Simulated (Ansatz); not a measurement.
Born–Oppenheimer molecular dynamics of a periodic cell of 20 atoms, Li$_{4}$WO$_{5}$ (start crystal Li4WO5, start structure I4, volume 1.05 times the crystal's). It goes on from the last frame of an earlier run, with new velocities.

These are results of DFT PBEsol, scalar-relativistic, plane waves, PAW in Ansatz 0.2.0, not measurements. Settings: cutoff 420 eV, k mesh 2x2x3, fermi-dirac smearing 0.17 eV, no spin polarisation.

```yaml
ensemble: NVT, Nosé–Hoover chain
time_step: 1 fs
steps_asked: 180
set_temperature: 1200 K
thermostat: time constant 200 fs, chain length 5
seed: 859044
```

First frame:

```xyz
20
Lattice="6.6467 0.0000 0.0000 0.0000 6.6467 0.0000 0.0000 0.0000 4.1730" Properties=species:S:1:pos:R:3
Li 5.772 2.160 2.032
Li 1.842 0.899 1.863
Li 1.097 2.893 3.871
Li 3.539 1.336 4.022
W 0.080 -0.063 4.041
O 2.468 4.806 2.179
O 1.780 0.623 0.060
O 1.453 2.834 1.896
O 0.306 4.792 0.187
O -0.389 0.149 1.808
Li 2.452 5.179 4.068
Li 5.259 3.836 4.097
Li 4.558 5.862 2.161
Li 0.720 4.429 2.244
W 3.324 3.116 1.700
O 6.166 1.940 -0.384
O 5.085 3.787 2.135
O 4.884 5.939 -0.277
O 3.705 1.358 2.133
O 3.589 3.422 -0.276
```

Question: What does the run give?

Answer: The run went to its last step.

| Item | Value |
| --- | --- |
| steps done | 180 |
| time covered | 180 fs |
| mean temperature over the second half | 1609 K |
| spread of the potential energy over the second half | 20.6 meV per atom |
| mean potential energy of the second half above the start | -98.3 meV per atom |

The conserved energy stayed within 0.31 meV per atom of its start (net change -0.3 meV per atom), so the integration is sound. The mean temperature of the second half is 34 % above the set value. A run of 0.18 ps of so small a system gives no equilibrium averages.

Question: What happens to the structure?

Answer: Mean squared displacements from the first frame to the last, about the centre of mass: Li 0.25 Å², W 0.10 Å², O 0.23 Å². Another seed would give other details.

Question: How do temperature and energy run in time?

Answer: 
```csv
time (fs),T (K),potential energy less start (eV),conserved less start (meV/atom)
0.0,1200,0.000,0.00
9.0,1936,-1.814,-0.28
18.0,1726,-1.304,0.00
27.0,1983,-1.962,-0.21
36.0,2032,-2.117,-0.21
45.0,1643,-1.202,-0.02
54.0,1814,-1.677,-0.25
63.0,1533,-1.038,-0.02
72.0,1917,-2.047,-0.21
81.0,1917,-2.134,-0.20
90.0,1502,-1.192,-0.06
99.0,1697,-1.757,-0.19
108.0,1654,-1.746,-0.16
117.0,1805,-2.215,-0.23
126.0,1938,-2.662,-0.19
135.0,1731,-2.279,-0.20
144.0,1458,-1.719,-0.20
153.0,1548,-2.038,-0.24
162.0,1431,-1.856,-0.20
171.0,1260,-1.517,-0.09
180.0,1681,-2.646,-0.30
```

Time of the run: 16 min on 1 thread of Arm Neoverse V2 (shared host), peak memory 0.47 GiB.
